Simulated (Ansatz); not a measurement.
# MnCrSb: magnetic states

The task here is to estimate one member of a computed series from the others.

Program: Ansatz 0.2.0. Level of theory: DFT PBE, scalar-relativistic, plane waves, PAW. These are calculated values, not measurements.

### The system as given

Symmetry: P6_3/mmc, No. 194, hexagonal system. Conventional cell: a = 4.545 Å, b = 4.545 Å, c = 5.538 Å, α = 90.00°, β = 90.00°, γ = 120.00°. Mn (site symmetry -3m) is surrounded by 2 Mn at 2.77 Å and 6 Cr at 2.97 Å and 6 Sb at 2.97 Å. Cr (site symmetry -6m2) has 5 Sb at 2.62 to 2.77 Å and 6 Mn at 2.97 Å as nearest neighbours. Sb (site symmetry -6m2) is surrounded by 5 Cr at 2.62 to 2.77 Å and 6 Mn at 2.97 Å.

Coordinates:

```xyz
6
Lattice="4.5451 0.0000 0.0000 -2.2725 3.9362 0.0000 0.0000 0.0000 5.5383" Properties=species:S:1:pos:R:3 pbc="T T T"
Mn    0.0000    0.0000    0.0000
Mn    0.0000    0.0000    2.7691
Cr    2.2725    1.3121    1.3846
Cr    0.0000    2.6241    4.1537
Sb    2.2725    1.3121    4.1537
Sb    0.0000    2.6241    1.3846
```

The structure comes from the Materials Project (structure only); it is used as listed.

Set-up of the first run:

Input file input.yaml:

```yaml
crystal:
  lattice:
    - [4.5450843437, 0.0, 0.0]
    - [-2.2725421718, 3.936158504, 0.0]
    - [0.0, 0.0, 5.538273]
  atoms:
    - { symbol: Mn, position: [0.0, 0.0, 0.0], spin: 4.0 }
    - { symbol: Mn, position: [0.0, 0.0, 0.5], spin: 4.0 }
    - { symbol: Cr, position: [0.66666667, 0.33333333, 0.25], spin: 3.0 }
    - { symbol: Cr, position: [0.33333333, 0.66666667, 0.75], spin: 3.0 }
    - { symbol: Sb, position: [0.66666667, 0.33333333, 0.75] }
    - { symbol: Sb, position: [0.33333333, 0.66666667, 0.25] }
basis:
  ecutwfc: 420
kpoints:
  mp_grid: { grid: [6, 6, 4] }
hamiltonian:
  xc: pbe
scf:
  occupations: { method: gaussian, width: 0.1 }
output:
  forces: true
  stress: true
  eigenvalues: true
  populations: true
magnetization:
  spin_polarized: true
```

The run is started by

```sh
$ ansatz run input.yaml --threads 1 --pin off --max-ram 2560MiB --backend cpu --events-out ev --progress --plain --runs-dir out
```

Steps of the session up to this table: Quick check of gap, pressure and forces; The base run; Start: no spin polarisation; Magnetic start: ferromagnetic; Start: large parallel starting moments; Magnetic start: antiferromagnetic in the cell, signs +-+-; Magnetic start: ferrimagnetic in the cell, signs ++--; Start: ferrimagnetic in the cell, signs +-++; Magnetic start: small parallel starting moments.

One of the session's tables, all rows but one given; the rest of the session is left out.

It belongs to the step «The magnetic starts in order of energy». 

```
                                    start  energy above the lowest (meV/atom)  pressure (GPa)
    ferrimagnetic in the cell, signs ++--                                0.00             1.5
    ferrimagnetic in the cell, signs +-++                                   ?               ?
                            ferromagnetic                                93.8            -1.0
          large parallel starting moments                                93.8            -1.0
          small parallel starting moments                                93.8            -1.0
antiferromagnetic in the cell, signs +-+-                                 129            -0.3
                                  no spin                                 517           -15.1
```

Q: Estimate the row for ferrimagnetic in the cell, signs +-++ from the others.

**Answer.** energy above the lowest (meV/atom): 56.3; pressure (GPa): -1.4. In the column «energy above the lowest (meV/atom)» it lies between ferrimagnetic in the cell, signs ++-- (0.00) and ferromagnetic (93.8).

Caveats from the session: Warnings in the runs' records: seeded moment not kept, stability check not made.
